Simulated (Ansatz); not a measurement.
The system is CaSi2Sb2.

```
Ca Si Sb
1.0
     4.99739    0.00000    0.00000
    -2.49870    4.32787    0.00000
     0.00000    0.00000    5.86169
Ca Si Sb
1 2 2
Direct
  0.00000 0.00000 0.00000
  0.33333 0.66667 0.25648
  0.66667 0.33333 0.74352
  0.33333 0.66667 0.72240
  0.66667 0.33333 0.27760
```

The cell was built by a generator and needn't be a form met in nature.

Program: Ansatz 0.2.0. Alike in all runs: task band structure; potentials or basis Ansatz PAW; no spin polarisation; cell as given; k mesh 5 × 5 × 4; smearing fermi-dirac 0.05 eV.

Problem. Order these runs on this cell by their pressure, lowest first.
A. level BLYP; cutoff (eV) 420
B. level r2SCAN; cutoff (eV) 500
C. level RPBE; cutoff (eV) 420

Solution. B (-0.8 GPa), C (1.3 GPa), A (3.9 GPa).

Caveats: the PAW data sets come from PBE, with cores solved anew for the run's functional, which leaves a small shift of forces and pressure.
